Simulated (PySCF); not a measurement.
# C7H8Te: the cost of one run

Computed with PySCF 2.14.0 and routines of our own; the level stands in each step. Atoms count from 0.

## 1. The system as given

16 atoms, charge 0, multiplicity 1; geometry from: GFN2-xTB.

## 2. Optimising the geometry at PBE0-D3(BJ)/def2-SVP

The job: settings as JSON, then the geometry in Å.

```
{"job": {"xc": "PBE0", "basis": "def2-SVP", "d3": "d3bj", "grid": 1, "maxiter": 30, "shake": 0.01, "kind": "geom"}, "charge": 0, "multiplicity": 1}
C      3.187050     0.243610    -0.176910
Te     1.939000    -1.300030    -1.038430
C      0.049610    -0.557030    -0.367440
C     -1.037350    -1.269230    -0.698720
C     -2.319630    -0.846490    -0.293950
C     -2.442860     0.321200     0.467250
C     -1.294860     1.031400     0.805800
C     -0.040300     0.606070     0.389380
H      2.891270     1.237380    -0.574930
H      4.190840     0.047650    -0.432390
H      3.060120     0.281090     0.906160
H     -0.973380    -2.173050    -1.276820
H     -3.223990    -1.397510    -0.562110
H     -3.429220     0.658940     0.797860
H     -1.392630     1.926240     1.392670
H      0.817270     1.187380     0.673310
```

Launch:

```console
$ OMP_NUM_THREADS=1 python heavy_run.py task.json out
```

One launch serves the whole session: the jobs run in the order shown.

Q: Estimate the wall time and peak memory of this first job on 1 thread of Intel Xeon 6975P-C, shared host.

About 59 s, with a peak of 0.69 GiB.
